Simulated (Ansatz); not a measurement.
Runs of Ansatz 0.2.0 on LiCuAuO2. The structure is trigonal, space group R3m (No. 160). Conventional cell: a = 3.274 Å, b = 3.274 Å, c = 19.256 Å, α = 90.00°, β = 90.00°, γ = 120.00°. Around Au (site symmetry 3m) lie 2 O at 2.07 to 2.10 Å. Cu (site symmetry 3m) is surrounded by 3 O at 2.01 Å. O (site symmetry 3m) is surrounded by 3 Li at 1.90 Å and 1 Au at 2.10 Å. O (site symmetry 3m) is surrounded by 3 Cu at 2.01 Å and 1 Au at 2.07 Å. Li (site symmetry 3m) is surrounded by 3 O at 1.90 Å. The cell comes from a database or a generator and needn't be the stable form of this composition.

```csv
level,gap on the mesh (eV),pressure (GPa),relaxed volume (Å³/atom)
PBE+D3(BJ),none,0.0,11.48
PBE+D3(BJ)-ATM,none,0.0,11.60
PBE+D4,none,0.0,11.60
PBE,none,0.0,(a)
```

Alike in all rows: task relaxation of cell and atoms; potentials or basis Ansatz PAW; no spin polarisation; cell relaxed; k mesh 9 × 9 × 9; cutoff (eV) 420; smearing fermi-dirac 0.05 eV.

Q: Fill in the values left out.

A: (a) 12.52.

Caveats: the plane-wave basis is chosen anew once the cell has moved, so the energies of steps on either side of that aren't comparable; an odd number of electrons without spin polarisation forces a metal; a magnetic or distorted state may lie lower; the run has no spin polarisation, though such a crystal can be magnetic; semilocal functionals often make such compounds metallic where correlation or magnetic order opens a gap, which also shifts bond lengths; pairwise dispersion overbinds metals, which lowers pressure and volume (some runs).

A k mesh can miss the band edges, and the runs leave out spin-orbit coupling on Au.

A gap of «none» marks a metal or a gap under the smearing width.
